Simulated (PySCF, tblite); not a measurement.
# C4H13BGe: geometry, infrared bands and NMR shifts

Wanted: the infrared bands and NMR shifts of C4H13BGe (`BC[C@@H](C)[CH2][GeH3]`), by calculation.

Computed with tblite 0.8.0 and PySCF 2.14.0, with density-fitted response routines of our own, on a single molecule in the gas phase. Atoms count from 0, in the outputs and in this text.

## Step 1: The starting structure

19 atoms, charge 0, multiplicity 1; geometry from: force field or distance geometry start.

Bonds of the start (Å): B0–C1 1.59, C1–C2 1.56, C2–C3 1.54, C2–C4 1.53, C4–Ge5 1.95, B0–H6 1.18, B0–H7 1.19, C1–H8 1.10, C1–H9 1.11, C2–H10 1.11, C3–H11 1.12, C3–H12 1.12, C3–H13 1.10, C4–H14 1.12, C4–H15 1.11, Ge5–H16 1.55, Ge5–H17 1.54, Ge5–H18 1.56.

## Step 2: Optimising the geometry with GFN2-xTB

What the job is given:

```
{"job": {"kind": "relax", "xc": "GFN2-xTB", "basis": "xTB"}, "charge": 0, "multiplicity": 1}
B     -2.233600     0.902900     0.881000
C     -1.003800     0.822800    -0.128000
C     -0.145700    -0.468000     0.077400
C     -0.917600    -1.694400    -0.440000
C      1.192800    -0.356500    -0.658500
Ge     2.437000     0.841100     0.245900
H     -2.430900     0.070800     1.689600
H     -2.957100     1.844900     0.841900
H     -1.368700     0.874400    -1.161500
H     -0.385200     1.718100     0.074400
H      0.052900    -0.614300     1.155800
H     -0.318300    -2.623100    -0.260100
H     -1.880300    -1.824600     0.124500
H     -1.128300    -1.612700    -1.520600
H      1.038800     0.008600    -1.706000
H      1.683500    -1.348800    -0.697400
H      3.838100     0.722600    -0.412100
H      1.969400     2.308500     0.140100
H      2.547400     0.436900     1.746000
```

Command:

```bash
$ OMP_NUM_THREADS=1 python probes_run.py task.json out
```

This one command runs all jobs of the session in turn.

**Question.** This job is followed by: GFN2-xTB harmonic vibrations, gas phase; GIAO PBE0/pcSseg-1 NMR shielding, non-relativistic, gas phase. Predict these results of the whole session: strongest single infrared mode (GFN2-xTB); zero-point energy (GFN2-xTB); ¹³C shifts against TMS (PBE0/pcSseg-1); ¹H shifts against TMS (PBE0/pcSseg-1, means over atoms taken as alike); ¹¹B shifts against BF3·OEt2 (PBE0/pcSseg-1); ⁷³Ge shifts against GeMe4 (PBE0/pcSseg-1).

**Answer**, as computed:

| quantity | value |
| --- | --- |
| strongest single infrared mode (GFN2-xTB) | 2051 cm⁻¹, 503 km/mol |
| zero-point energy (GFN2-xTB) | 95.2 kcal/mol |
| ¹³C shifts against TMS (PBE0/pcSseg-1) | 46.8, 37.4, 29.8, 23.7 ppm |
| ¹H shifts against TMS (PBE0/pcSseg-1, means over atoms taken as alike) | 8.10, 3.47, 2.06, 1.81, 1.34, 1.24, 1.04, 0.79 ppm |
| ¹¹B shifts against BF3·OEt2 (PBE0/pcSseg-1) | 92.0 ppm |
| ⁷³Ge shifts against GeMe4 (PBE0/pcSseg-1) | -245 ppm |

What this shows: The optimisation took 120 steps and gained 0.232 eV; among the close pairs (by a distance rule), Ge5–H18 changed most, from 1.558 to 1.497 Å. No mode is imaginary among the 51: a minimum at this level. The strongest single mode, at 2051 cm⁻¹, moves mainly H17 and H16. GFN2-xTB is a fitted tight-binding method: band positions and strengths are rough. Its intensities can rank the bands wrongly. Spin-orbit coupling is left out, which matters for shieldings and couplings at and beside the heavy atoms.
